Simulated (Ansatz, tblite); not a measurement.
**(CdO)6 ring (Cd₆O₆): one state, many levels**

An exercise on one series of results from a longer session: the logs are not shown, and one member is left open.

Computed with Ansatz 0.2.0, Gaussian basis. Level: as each input shows.

Plan: GFN1-xTB, GFN2-xTB, PBE-D4/def2-TZVP, r2SCAN-D4/def2-TZVP, LC-ωPBE/def2-TZVP, B2PLYP/def2-TZVP, LDA/def2-TZVP, PBE-D4/def2-SVP, PBE0-D4/def2-SVP, MP2/def2-TZVP, RPA/def2-TZVP.

### The relaxed structure

The geometry is that of the singlet, from an earlier relaxation (r2SCAN-D4/def2-SVP).

12 atoms, charge 0, spin multiplicity 1.

Bond lengths: Cd1–O2 1.964 Å, Cd1–O12 1.964 Å, O2–Cd3 1.964 Å, Cd3–O4 1.964 Å, O4–Cd5 1.964 Å, Cd5–O6 1.964 Å, O6–Cd7 1.964 Å, Cd7–O8 1.964 Å, O8–Cd9 1.964 Å, Cd9–O10 1.964 Å, O10–Cd11 1.964 Å, Cd11–O12 1.964 Å. Angles: O2–Cd1–O12 176.1°, Cd1–O2–Cd3 116.1°, O2–Cd3–O4 176.1°, Cd3–O4–Cd5 116.1°, O4–Cd5–O6 176.1°, Cd5–O6–Cd7 116.1°, O6–Cd7–O8 176.1°, Cd7–O8–Cd9 116.1°, O8–Cd9–O10 176.1°, Cd9–O10–Cd11 116.1°, O10–Cd11–O12 176.1°, Cd1–O12–Cd11 116.1°.

Cd takes a core potential in the def2 sets. No spin-orbit coupling is included.

PBE0-D4/def2-TZVP was run before; its log isn't repeated, and its numbers join the tables.

Set-up of the first run:

Tight binding, by tblite at 300 K electronic temperature and without a spin-polarisation term:

```python
tblite.interface.Calculator('GFN1-xTB', numbers, positions, charge=0, uhf=0).singlepoint()
```

Tight binding, by tblite at 300 K electronic temperature and without a spin-polarisation term:

```python
tblite.interface.Calculator('GFN2-xTB', numbers, positions, charge=0, uhf=0).singlepoint()
```

start.molden holds the orbitals of an earlier run on this state, given as this run's starting guess.

in.yaml reads:

```yaml
crystal:
  periodic: [false, false, false]
  atoms:
    - {symbol: Cd, position_ang: [2.778124, -1.085004, -1.490017]}
    - {symbol: O, position_ang: [3.879094, 0.248428, -0.558565]}
    - {symbol: Cd, position_ang: [2.927825, 1.443849, 0.675875]}
    - {symbol: O, position_ang: [2.093335, 2.696280, 1.937886]}
    - {symbol: Cd, position_ang: [0.147670, 2.538001, 2.154668]}
    - {symbol: O, position_ang: [-1.792146, 2.481484, 2.457396]}
    - {symbol: Cd, position_ang: [-2.779777, 1.092301, 1.481458]}
    - {symbol: O, position_ang: [-3.878131, -0.252849, 0.563903]}
    - {symbol: Cd, position_ang: [-2.925763, -1.453240, -0.664825]}
    - {symbol: O, position_ang: [-2.089796, -2.712065, -1.919494]}
    - {symbol: Cd, position_ang: [-0.148079, -2.535928, -2.157062]}
    - {symbol: O, position_ang: [1.787635, -2.461237, -2.481234]}
basis:
  gaussian: {orbitals: def2-TZVP, fitting: {mean_field: def2-universal-jkfit}, initial_orbitals: start.molden}
hamiltonian: {xc: pbe, dispersion: d4}
scf: {omitted_lower_state_checks: [starts]}
output: {orbitals: {seedname: orbitals}}
```

Run with:

```console
> ansatz run in.yaml --threads 2 --pin off --events-out ev --progress --plain --max-ram 32768MiB --backend cuda --devices 0, --max-vram 18GiB
```

Among the steps run: PBE-D4/def2-TZVP; r2SCAN-D4/def2-TZVP; LC-ωPBE/def2-TZVP; B2PLYP/def2-TZVP; LDA/def2-TZVP; PBE-D4/def2-SVP; PBE0-D4/def2-SVP; MP2/def2-TZVP; RPA/def2-TZVP.

One table of the session follows, with a row left open; its other results are not shown here.

It belongs to the step «Binding energy». 

```
              level  binding an atom (eV)
       HF/def2-TZVP                 0.637
      LDA/def2-TZVP                 2.857
    PBE-D4/def2-SVP                     ?
   PBE-D4/def2-TZVP                 2.270
r2SCAN-D4/def2-TZVP                 2.207
   PBE0-D4/def2-SVP                 2.072
  PBE0-D4/def2-TZVP                 2.036
  LC-ωPBE/def2-TZVP                 2.253
   B2PLYP/def2-TZVP                 2.063
      RPA/def2-TZVP                 1.908
      MP2/def2-TZVP                 2.354
```

Estimate the missing values for PBE-D4/def2-SVP.

**Answer.** binding an atom (eV): 2.327. In the column «binding an atom (eV)» it lies between PBE-D4/def2-TZVP (2.270) and MP2/def2-TZVP (2.354).

Caveats from the session: Free atoms were run apart at each level; binding is atoms less cluster, divided by the number of atoms, without zero-point or spin-orbit terms.
